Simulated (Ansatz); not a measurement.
# WS2 (Tungstenite): the cost of one run

Computed with Ansatz 0.2.0 (DFT, PBE, plane-wave PAW, default files, scalar-relativistic, unless a step's input says otherwise).

## 1. The structure to begin with

Symmetry: P6_3/mmc, No. 194, hexagonal system. Conventional cell: a = 3.153 Å, b = 3.153 Å, c = 12.323 Å, α = 90.00°, β = 90.00°, γ = 120.00°. Around W (site symmetry -6m2) lie 6 S at 2.40 Å. Around S (site symmetry 3m) lie 3 W at 2.40 Å.

Structure file:

```cif
data_structure
_symmetry_space_group_name_H-M 'P 1'
_symmetry_Int_Tables_number 1
_cell_length_a 3.1532
_cell_length_b 3.1532
_cell_length_c 12.3230
_cell_angle_alpha 90.000
_cell_angle_beta 90.000
_cell_angle_gamma 120.000
_cell_volume 106.11
loop_
_atom_site_label
_atom_site_type_symbol
_atom_site_fract_x
_atom_site_fract_y
_atom_site_fract_z
_atom_site_occupancy
W1 W 0.33333 0.66667 0.25000 1
W2 W 0.66667 0.33333 0.75000 1
S1 S 0.33333 0.66667 0.62250 1
S2 S 0.66667 0.33333 0.12250 1
S3 S 0.33333 0.66667 0.87750 1
S4 S 0.66667 0.33333 0.37750 1
```

## 2. First run, atoms as given

File input.yaml:

```yaml
crystal:
  lattice:
    - [3.1532, 0.0, 0.0]
    - [-1.5766, 2.7307513032, 0.0]
    - [0.0, 0.0, 12.323]
  atoms:
    - { symbol: W, position: [0.3333333333, 0.6666666667, 0.25], spin: 2.0 }
    - { symbol: W, position: [0.6666666667, 0.3333333333, 0.75], spin: 2.0 }
    - { symbol: S, position: [0.3333333333, 0.6666666667, 0.6225] }
    - { symbol: S, position: [0.6666666667, 0.3333333333, 0.1225] }
    - { symbol: S, position: [0.3333333333, 0.6666666667, 0.8775] }
    - { symbol: S, position: [0.6666666667, 0.3333333333, 0.3775] }
magnetization:
  spin_polarized: true
kpoints:
  mp_grid: { grid: [16, 16, 4] }
scf:
  occupations: { method: fermi_dirac, width: 0.02 }
hamiltonian:
  xc: pbe
  pseudopotentials: { kind: paw }
output:
  forces: true
  stress: true
  populations: true
  efg: { quadrupole_moments_barn: { S: -0.0694 }, contact_densities: true }
```

Launch:

```console
$ ansatz run input.yaml --threads 1 --pin off --max-ram 3072MiB --backend cpu --events-out ev --progress --plain --runs-dir out
```

Q: Estimate wall time and peak memory on 1 thread of Intel Xeon Platinum 8488C (Sapphire Rapids), shared host.

About 34 s, with a peak of 0.77 GiB.
